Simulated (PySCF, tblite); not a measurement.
# C5H7N3: geometry, infrared bands and NMR shifts

Wanted: the infrared bands and NMR shifts of C5H7N3 (`C=Cn1ncc(C)n1`), by calculation.

Computed with tblite 0.8.0 and PySCF 2.14.0, with density-fitted response routines of our own, on a single molecule in the gas phase. Atoms count from 0, in the outputs and in this text.

### Step 1. The molecule as given

15 atoms, charge 0, multiplicity 1; geometry from: force field or distance geometry start.

Bonds of the start (Å): C0–C1 1.33, C1–N2 1.45, N2–N3 1.33, N3–C4 1.36, C4–C5 1.38, C5–C6 1.49, C5–N7 1.34, N7–N2 1.32, C0–H8 1.06, C0–H9 1.10, C1–H10 1.08, C4–H11 1.08, C6–H12 1.08, C6–H13 1.12, C6–H14 1.11.

### Step 2. Geometry optimisation with GFN2-xTB

What the job is given:

```
{"job": {"kind": "relax", "xc": "GFN2-xTB", "basis": "xTB"}, "charge": 0, "multiplicity": 1}
C     -2.740400    -0.862500    -0.041500
C     -2.313500     0.354300     0.287900
N     -0.871200     0.514700     0.233400
N     -0.190700     1.630100     0.506100
C      1.132400     1.387100     0.338500
C      1.227000     0.074500    -0.087300
C      2.475900    -0.666800    -0.423800
N     -0.011200    -0.424600    -0.132000
H     -2.112000    -1.667800    -0.342100
H     -3.825900    -1.021300     0.004000
H     -2.971000     1.151200     0.600400
H      1.947300     2.080200     0.479700
H      3.107100    -0.055600    -1.059900
H      2.127400    -1.615100    -0.910900
H      3.014200    -0.870400     0.525600
```

Run with:

```console
> OMP_NUM_THREADS=1 python probes_run.py task.json out
```

This one command runs all jobs of the session in turn.

**Question.** This job is followed by: GFN2-xTB harmonic vibrations, gas phase; GIAO PBE0/pcSseg-1 NMR shielding, non-relativistic, gas phase. Predict these results of the whole session: strongest single infrared mode (GFN2-xTB); zero-point energy (GFN2-xTB); ¹³C shifts against TMS (PBE0/pcSseg-1); ¹H shifts against TMS (PBE0/pcSseg-1, means over atoms taken as alike); ¹⁵N shifts against NH3 (PBE0/pcSseg-1); surface potential, 1st and 99th percentile.

The runs gave:

| quantity | value |
| --- | --- |
| strongest single infrared mode (GFN2-xTB) | 1331 cm⁻¹, 88 km/mol |
| zero-point energy (GFN2-xTB) | 73.2 kcal/mol |
| ¹³C shifts against TMS (PBE0/pcSseg-1) | 150.7, 139.5, 139.3, 107.9, 13.2 ppm |
| ¹H shifts against TMS (PBE0/pcSseg-1, means over atoms taken as alike) | 7.52, 7.36, 6.39, 5.20, 2.55 ppm |
| ¹⁵N shifts against NH3 (PBE0/pcSseg-1) | 371.2, 345.6, 285.1 ppm |
| surface potential, 1st and 99th percentile | -1.36 V and 1.09 V |

In words: Over 40 steps the energy fell by 0.541 eV; of the close pairs, C1–N2 changed most, 1.452 to 1.384 Å. All 39 modes are real, so the xTB geometry is a minimum. The strongest single mode, at 1331 cm⁻¹, is spread over many atoms; the largest shares are those of N2. GFN2-xTB is a fitted tight-binding method: band positions and strengths are rough. Its intensities can rank the bands wrongly. NICS(1)zz of -30 ppm above the planar ring from N2 marks a diatropic (aromatic) ring current. By nearest atom (PBE0/pcSseg-1), the HOMO sits on C0 25 %; N2 18 % and the LUMO on C0 18 %; N3, N7 about 16 % each.
